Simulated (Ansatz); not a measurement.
# GeH₃− (triplet): from Hartree-Fock to the top rungs at distance Ge1–H4 = 5.865 Å, aug-cc-pVDZ

Aim: climb from Hartree-Fock through coupled cluster and multireference methods for GeH₃− (triplet) at one geometry and basis, and see what each rung misses.

Program: Ansatz 0.2.0, Gaussian basis. Level of theory: aug-cc-pVDZ, core rule «outside noble gas», up to 14 orbitals frozen. These are calculated values, not measurements.

The runs, in order: UHF; CCSD(T) on ROHF; CCSD(T) on UHF; BCCD(T) on ROHF; CISD; CCSDT(Q) on ROHF; CCSDT(Q) on UHF; CASSCF and MRCISD+Q, 4 electrons in 4 orbitals; CASSCF and NEVPT2, 4 electrons in 4 orbitals; CASSCF and MRCISD+Q, 8 electrons in 7 orbitals; CASSCF and NEVPT2, 8 electrons in 7 orbitals.

24 further runs of the same task are left out: 8 for a known fault of the program, 1 for a mislabelled method, 13 that didn't finish, 2 set aside as unsound or not needed.

### 1 The geometry

The geometry derives from a PBE0/def2-TZVPD stationary point (not a proven minimum). One bond is set to the value named and the two fragments are kept rigid. No spin-orbit coupling is included. The filled d shell of Ge may be among the frozen orbitals whatever the setting's name suggests; the logs give the count.

4 atoms, charge -1, spin multiplicity 3.

Atoms are counted from 1 here; the program's logs count them from 0.

Bond lengths: Ge1–H2 1.687 Å, Ge1–H3 1.687 Å. Angles: H2–Ge1–H3 120.0°.

### 2 UHF

in.yaml reads:

```yaml
crystal:
  periodic: [false, false, false]
  atoms:
    - {symbol: Ge, position_ang: [0.026493, 0.048953, 0.000178]}
    - {symbol: H, position_ang: [1.712398, 0.095440, -0.006322]}
    - {symbol: H, position_ang: [-0.856686, 1.485732, 0.012078]}
    - {symbol: H, position_ang: [-2.764986, -5.109101, -0.018600]}
basis:
  gaussian: {orbitals: aug-cc-pVDZ}
total_charge: -1
magnetization: {spin_polarized: true, initial_magnetization: 2}
hamiltonian: {xc: hf}
output: {orbitals: {seedname: orbitals}}
```

Started as:

```bash
$ ansatz run in.yaml --threads 1 --pin off --events-out ev --progress --plain --max-ram 2393MiB
```

Further steps of the session: CCSD(T) on ROHF; CCSD(T) on UHF; BCCD(T) on ROHF; CISD; CCSDT(Q) on ROHF; CCSDT(Q) on UHF; CASSCF and MRCISD+Q, 4 electrons in 4 orbitals; CASSCF and NEVPT2, 4 electrons in 4 orbitals; CASSCF and MRCISD+Q, 8 electrons in 7 orbitals; CASSCF and NEVPT2, 8 electrons in 7 orbitals.

Before running them: what should the planned runs give, taken together? Wanted: UCCSDT(Q) below the RHF energy; RMP2 from UCCSDT(Q); UMP2 from UCCSDT(Q); RCCSD from UCCSDT(Q); RCCSD(T) from UCCSDT(Q); UCCSD(T) from UCCSDT(Q); RCCSDT(Q) from UCCSDT(Q); NEVPT2 pair from UCCSDT(Q); MRCISD+Q pair from UCCSDT(Q).

**Answer**, as computed:

```
                         quantity                                                                                    value
   UCCSDT(Q) below the RHF energy                                                                               -3.7188 eV
              RMP2 from UCCSDT(Q)                                                                               +850.0 meV
              UMP2 from UCCSDT(Q)                                                                               +864.1 meV
             RCCSD from UCCSDT(Q)                                                                               +145.0 meV
          RCCSD(T) from UCCSDT(Q)                                                                                +32.4 meV
          UCCSD(T) from UCCSDT(Q)                                                                                +30.8 meV
         RCCSDT(Q) from UCCSDT(Q)                                                                                 +2.1 meV
       NEVPT2 pair from UCCSDT(Q)                                                                               +838.0 meV
     MRCISD+Q pair from UCCSDT(Q)                                                                                 +2.4 meV
    NEVPT2 valence from UCCSDT(Q)                                                                               +837.6 meV
levels within 1 kcal/mol (43 meV)  RCCSD(T), UCCSD(T), BCCD(T), RCCSDT, UCCSDT, RCCSDT(Q), MRCISD+Q pair, MRCISD+Q valence
                    T1 diagnostic                                                                                    0.020
   effectively unpaired electrons                                                                                     2.02
```

What this shows: RCCSD(T) misses by +32.4 meV, 0.9 % of the correlation energy. One determinant dominates. Of the multireference levels listed MRCISD+Q pair comes nearest in total energy (+2.4 meV), which doesn't show that its space is the better one. These misses are within one basis, not against nature; the frozen cores of restricted and unrestricted runs differ, which can shift their rows.
